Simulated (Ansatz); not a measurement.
La3Zr:

```
CELL_PARAMETERS angstrom
5.07267 0.00000 0.00000
0.00000 5.07267 0.00000
0.00000 0.00000 5.07267
ATOMIC_POSITIONS crystal
La 0.50000 0.50000 0.00000
La 0.50000 0.00000 0.50000
La 0.00000 0.50000 0.50000
Zr 0.00000 0.00000 0.00000
```

The cell comes from a database or a generator and needn't be the stable form of this composition.

```yaml
Program: Ansatz 0.2.0
Task: single point
Functional: PBE
Potentials_or_basis: Ansatz PAW
Cutoff: "420 eV (not typed: the program's choice for these potentials)"
k_mesh: 5 × 5 × 5
Occupations: fermi-dirac, width 0.05 eV
Spin: no spin polarisation
```

On this cell: pressure -0.2 GPa; largest force zero by symmetry; band gap on the k mesh none (metal or under the smearing width).

The same run follows on a disturbed copy (atoms moved at random, drawn with an rms of 0.05 Å):

```xyz
4
Lattice="5.0727 0.0000 0.0000 0.0000 5.0727 0.0000 0.0000 0.0000 5.0727" Properties=species:S:1:pos:R:3 pbc="T T T"
La    2.5062    2.5735    0.0274
La    2.5613   -0.0214    2.5693
La    0.0439    2.5237    2.5331
Zr    0.0153    0.0099   -0.0535
```

Task: What does the disturbed cell give?

Result: The energy (extrapolated to zero smearing) moves by +5.1 meV/atom; pressure -0.2 GPa; largest force 0.241 eV/Å; band gap on the k mesh none (metal or under the smearing width).

Forces in eV/Å, atoms in the order of the input:
```
La   0.178 -0.132 -0.094
La   0.006  0.125 -0.115
La  -0.162  0.023 -0.003
Zr  -0.021 -0.016  0.212
```
